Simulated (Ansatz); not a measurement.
**C: a tetragonal deformation path**

One table from this session's results is given with a row withheld; the runs are named, their logs left out.

Computed with Ansatz 0.2.0 (DFT r2SCAN, scalar-relativistic, plane waves, PAW, unless a step's input says otherwise).

1 further run of the same task is left out (set aside as unsound or not needed).

**The starting structure**

The structure is cubic, space group Fd-3m (No. 227). Conventional cell: a = 3.560 Å, b = 3.560 Å, c = 3.560 Å, α = 90.00°, β = 90.00°, γ = 90.00°. Around C (site symmetry -43m) lie 4 C at 1.54 Å.

Structure file:

```
CELL_PARAMETERS angstrom
0.00000 1.78014 1.78014
1.78014 0.00000 1.78014
1.78014 1.78014 0.00000
ATOMIC_POSITIONS crystal
C 0.50000 0.50000 0.50000
C 0.75000 0.75000 0.75000
```

It is the result of an earlier relaxation at this level (volume 5.64 Å³/atom; gap on the mesh: 4.39 eV).

Set-up of the first run:

Input file input.yaml:

```yaml
crystal:
  lattice:
    - [0.0, 1.7801417077, 1.7801417077]
    - [1.7801417077, 0.0, 1.7801417077]
    - [1.7801417077, 1.7801417077, 0.0]
  atoms:
    - { symbol: C, position: [0.5, 0.5, 0.5] }
    - { symbol: C, position: [0.75, 0.75, 0.75] }
basis:
  ecutwfc: 500
kpoints:
  mp_grid: { grid: [12, 12, 12] }
hamiltonian:
  xc: r2scan
scf:
  occupations: { method: gaussian, width: 0.05 }
output:
  forces: true
  stress: true
  eigenvalues: true
  write_density: true
  write_potential: true
  elf: true
  volumetric_format: npy
```

Run with:

```bash
$ ansatz run input.yaml --threads 1 --pin off --max-ram 2560MiB --backend cpu --events-out ev --progress --plain --runs-dir out
```

Among the steps run: Zero of the scan; At ρ = 0.707; Point ρ = 1.414; At ρ = 0.850; ρ = 1.200; ρ = 0.780; ρ = 1.300; Point ρ = 0.920; At ρ = 1.100; At ρ = 0.650; Point ρ = 1.500; ρ = 0.960; At ρ = 1.050.

One table of the session follows, with a row left open; its other results are not shown here.

It belongs to the step «The scan collected». The scan, with free energies counted from the undisturbed cell:

| ρ | ΔE (meV/atom) | pressure (GPa) | gap on the mesh (eV) |
| --- | --- | --- | --- |
| 0.650 | 1428.7 | 2.2 | 0.00 |
| 0.707 | 1026.0 | 1.9 | 0.00 |
| 0.780 | 589.3 | 1.5 | 0.00 |
| 0.850 | 272.2 | 0.8 | 0.34 |
| 0.920 | 76.2 | 0.2 | 2.24 |
| 0.960 | 18.8 | 0.1 | 3.31 |
| 1.000 | 0.0 | 0.0 | 4.39 |
| 1.050 | 28.6 | 0.1 | 3.74 |
| 1.100 | ? | ? | ? |
| 1.200 | 433.1 | 1.9 | 2.00 |
| 1.300 | 933.2 | 4.5 | 0.93 |
| 1.414 | 1680.2 | 8.8 | 0.00 |
| 1.500 | 2279.5 | 12.3 | 0.00 |

Q: Estimate the row for ρ = 1.100 from the others.

Worked estimate for «ΔE (meV/atom)». A straight line through the neighbours (1.050, 28.6) and (1.200, 433.1) gives 28.6 + (433.1 − 28.6) × (1.100 − 1.050) / (1.200 − 1.050) = 163.4; a parabola fitted to 4 rows on both sides gives 117.7.

**Answer.** ΔE (meV/atom): 112.6; pressure (GPa): 0.4; gap on the mesh (eV): 3.13. In «ΔE (meV/atom)» the line misses by +50.8 and the parabola by +5.1.

Where the gap reads zero, the mesh chosen for the insulator is on the coarse side.
